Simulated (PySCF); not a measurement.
# A diatomic session: TcI

Aim: find the lowest electronic state of TcI, scan its bond at several levels of theory, and get bond length, wavenumber and dissociation energy from each curve.

Computed with PySCF 2.14.0. Level: Tc def2-TZVPP with ECP28, I def2-TZVPP with ECP28, scalar-relativistic core potentials.

## (1) Input

The job is set up so:

```yaml
atoms: Tc, I
charge: 0
basis: Tc def2-TZVPP with ECP28, I def2-TZVPP with ECP28
Hamiltonian: scalar-relativistic core potentials
basis_functions: 106
electrons_treated: 40
masses_in_u: 98.9072, 126.9045
levels: PBE0, PBE, r²SCAN, B3LYP, B2PLYP, BP86, TPSSh, ωB97M-V, HF, MP2, SCS-MP2
grid: 80 radial by 434 angular points
occupations: held fixed by the projection of orbital angular momentum
dissociation_limit: Tc + I, each in its ground configuration
starting_distance_in_angstrom: 2.550
values_of_2S_to_try: 0, 2, 4, 6, 8
```

Run with:

```bash
$ OMP_NUM_THREADS=2 python dia.py task.json out
```

Further steps of the session: First curve: PBE0; Higher solutions at PBE0; PBE (GGA); r²SCAN; B3LYP; B2PLYP (double hybrid); BP86 (GGA); TPSSh; ωB97M-V; UHF.

Before running it: what results should come out? Wanted: for each run, Re; ωe; De; μ.

**Answer**, as computed:

Lowest PBE0 solution found, without spin–orbit coupling: ⁷Σ⁺ (septet), unpaired electrons σ ↑↑, π ↑↑, δ ↑↑. State 2 has its PBE0 minimum 0.17 eV higher. State 3 has its PBE0 minimum 0.29 eV higher. State 4 has its PBE0 minimum 0.37 eV higher. The other levels ran on the lowest alone.

```csv
level,Re (Å),ωe (cm⁻¹),De (eV),μ (D)
UHF,2.809,180.3,2.51,-4.02
UHF-MP2,2.678,199.0,2.81,n/a
UHF-SCS-MP2,2.699,194.9,2.50,n/a
PBE,2.685,190.8,3.19,-1.56
BP86,2.687,190.2,3.10,-1.57
r²SCAN,2.693,194.8,3.32,-2.27
TPSSh,2.692,192.6,3.17,-2.06
B3LYP,2.715,187.3,2.58,-2.24
PBE0,2.687,195.5,3.08,-2.27
ωB97M-V,2.691,198.3,2.50,-2.46
B2PLYP,2.699,192.7,2.57,-2.85
```

De is counted to Tc + I in their ground configurations. A positive dipole means Tc(−)I(+).

**Reading.** The methods spread over 0.131 Å in bond length, from UHF-MP2 to UHF. Among the levels with a De in the table, it runs from 2.50 eV (ωB97M-V) to 3.32 eV (r²SCAN).

Correlated steps freeze 4 core orbitals. These are scalar-relativistic numbers at best; spin–orbit coupling would shift them, the dissociation energy most. B2PLYP dipoles, levels and charges come from its SCF part alone. With d or f electrons several states lie close, and the lowest PBE0 determinant need not be the measured ground state. With spin–orbit coupling the term label itself may not hold.
